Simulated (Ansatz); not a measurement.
**FH₇OSi₃ + SiH₄ + H₂O: a complex and its separated parts**

The complex below is one end of an elementary step. How strongly is it bound against its free parts?

Program: Ansatz 0.2.0, Gaussian basis. Level of theory: PBE0-D4/def2-TZVP structures, single points in def2-TZVPP, no counterpoise correction. These are calculated values, not measurements.

Levels: SPW92, PBE-D4, BLYP-D4, r2SCAN-D4, B97M-V, PBE0-D4, B3LYP-D4, r2SCAN0-D4, BHLYP-D4, CAM-B3LYP-D4, wB97X-V, wB97M-V, B2PLYP, PBE-QIDH, RPA on PBE, Hartree-Fock, MP2, CCSD, CCSD(T).

Correlated methods freeze the cores. B3LYP uses VWN-RPA correlation. B2PLYP carries no dispersion term here.

113 further runs of the same task are left out: 113 set aside as unsound or not needed.

**1. Where the work starts**

The complex: 20 atoms, charge 0, spin multiplicity 1.

Atoms are counted from 1 here; the program's logs count them from 0.

Bond lengths: Si1–Si3 2.356 Å, Si1–Si4 2.346 Å, Si1–O5 1.644 Å, Si1–F9 1.625 Å, Si2–H8 1.482 Å, Si2–H10 1.489 Å, Si2–H11 1.484 Å, Si2–H12 1.483 Å, Si3–H13 1.487 Å, Si3–H14 1.481 Å, Si3–H15 1.493 Å, Si4–H16 1.486 Å, Si4–H17 1.487 Å, Si4–H18 1.487 Å, O5–H19 0.959 Å, H6–O7 0.963 Å, O7–H20 0.959 Å. Angles: Si3–Si1–Si4 116.3°, Si3–Si1–O5 110.6°, Si3–Si1–F9 108.7°, Si4–Si1–O5 105.4°, Si4–Si1–F9 107.9°, O5–Si1–F9 107.7°, H8–Si2–H10 108.4°, H8–Si2–H11 110.6°, H8–Si2–H12 110.8°, H10–Si2–H11 108.0°, H10–Si2–H12 108.4°, H11–Si2–H12 110.5°, Si1–Si3–H13 111.0°, Si1–Si3–H14 112.9°, Si1–Si3–H15 105.2°, H13–Si3–H14 111.2°, H13–Si3–H15 107.7°, H14–Si3–H15 108.5° and more.

Geometry (Å):

```mol
FH13O2Si4
  3D, bonds by distance, orders not assigned

 20 17  0  0  0  0  0  0  0  0999 V2000
   -1.2561    0.1303   -1.1275 Si  0  0
    2.4123   -1.1325    1.3968 Si  0  0
   -1.2721    1.8606    0.4714 Si  0  0
   -1.6307   -2.0385   -0.3152 Si  0  0
   -2.4210    0.3799   -2.2603 O   0  0
    1.6802    1.1170   -0.9673 H   0  0
    1.8408    1.5290   -0.1120 O   0  0
    1.2235   -0.4881    2.0030 H   0  0
    0.1805    0.1369   -1.8865 F   0  0
    2.6309   -2.4440    2.0676 H   0  0
    2.1865   -1.3884   -0.0475 H   0  0
    3.6223   -0.2973    1.5938 H   0  0
   -0.8218    3.1450   -0.1288 H   0  0
   -0.4895    1.5318    1.6848 H   0  0
   -2.7042    2.0194    0.8612 H   0  0
   -0.5593   -2.4226    0.6405 H   0  0
   -1.6639   -3.0147   -1.4363 H   0  0
   -2.9362   -2.0617    0.3974 H   0  0
   -2.5655    1.2700   -2.5860 H   0  0
    2.5432    2.1677   -0.2489 H   0  0
  1  3  8  0
  1  4  8  0
  1  5  8  0
  1  9  8  0
  2  8  8  0
  2 10  8  0
  2 11  8  0
  2 12  8  0
  3 13  8  0
  3 14  8  0
  3 15  8  0
  4 16  8  0
  4 17  8  0
  4 18  8  0
  5 19  8  0
  6  7  8  0
  7 20  8  0
M  END
```

Its parts: FH₇OSi₃ holds atoms 1, 3, 4, 5, 9, 13, 14, 15, 16, 17, 18, 19; SiH₄ holds atoms 2, 8, 10, 11, 12; H₂O holds atoms 6, 7, 20. Each part counts its atoms afresh in its own runs.

**2. Relaxing FH₇OSi₃ alone**

Contents of relax-a/in.yaml:

```yaml
crystal:
  periodic: [false, false, false]
  atoms:
    - {symbol: Si, position_ang: [-1.256051, 0.130342, -1.127539]}
    - {symbol: Si, position_ang: [-1.272083, 1.860620, 0.471412]}
    - {symbol: Si, position_ang: [-1.630735, -2.038510, -0.315156]}
    - {symbol: O, position_ang: [-2.421001, 0.379925, -2.260257]}
    - {symbol: F, position_ang: [0.180468, 0.136905, -1.886547]}
    - {symbol: H, position_ang: [-0.821802, 3.144967, -0.128774]}
    - {symbol: H, position_ang: [-0.489464, 1.531833, 1.684814]}
    - {symbol: H, position_ang: [-2.704233, 2.019350, 0.861202]}
    - {symbol: H, position_ang: [-0.559255, -2.422573, 0.640499]}
    - {symbol: H, position_ang: [-1.663943, -3.014655, -1.436314]}
    - {symbol: H, position_ang: [-2.936162, -2.061744, 0.397427]}
    - {symbol: H, position_ang: [-2.565494, 1.270006, -2.586030]}
basis:
  gaussian: {orbitals: def2-TZVP}
hamiltonian: {xc: pbe0, dispersion: d4}
relax: {f_tol: 0.005, max_steps: 200}
```

On the command line:

```sh
$ ansatz run in.yaml --threads 4 --pin off --events-out ev --progress --plain --max-ram 63488MiB --backend cuda --devices 0, --max-vram 37GiB
```

After this run come: Relaxing SiH₄ alone; Relaxing H₂O alone; SPW92/def2-TZVPP; PBE-D4/def2-TZVPP; BLYP-D4/def2-TZVPP; r2SCAN-D4/def2-TZVPP; B97M-V/def2-TZVPP; PBE0-D4/def2-TZVPP; B3LYP-D4/def2-TZVPP; r2SCAN0-D4/def2-TZVPP; BHLYP-D4/def2-TZVPP; CAM-B3LYP-D4/def2-TZVPP; wB97X-V/def2-TZVPP; wB97M-V/def2-TZVPP; B2PLYP/def2-TZVPP; PBE-QIDH/def2-TZVPP; RPA on PBE/def2-TZVPP; CCSD(T)/def2-TZVPP; Vibrations of FH₇OSi₃; Vibrations of SiH₄; Vibrations of H₂O.

Q: Predict the outcome of this session. Wanted: complex less parts, CCSD(T)/def2-TZVPP; largest T1 diagnostic.

The runs gave:

```
                              quantity          value
complex less parts, CCSD(T)/def2-TZVPP  -6.8 kcal/mol
                 largest T1 diagnostic          0.013
```

At CCSD(T) the complex lies 6.8 kcal/mol below its parts. r2SCAN0-D4 is the best functional here (-1.0 kcal/mol from CCSD(T)); SPW92 is the worst (-5.8 kcal/mol). Mean unsigned error by rung: LDA 5.8, GGA 1.5, meta-GGA 1.2, hybrid 1.4, range-separated hybrid 1.6, double hybrid 1.8 kcal/mol. PBE-D4 gives a relative energy 1.7 kcal/mol too low, outside chemical accuracy (1 kcal/mol). No counterpoise was applied, and triple zeta lacks some correlation, so the CCSD(T) reference has a basis error of its own, and close matches with it are partly luck.
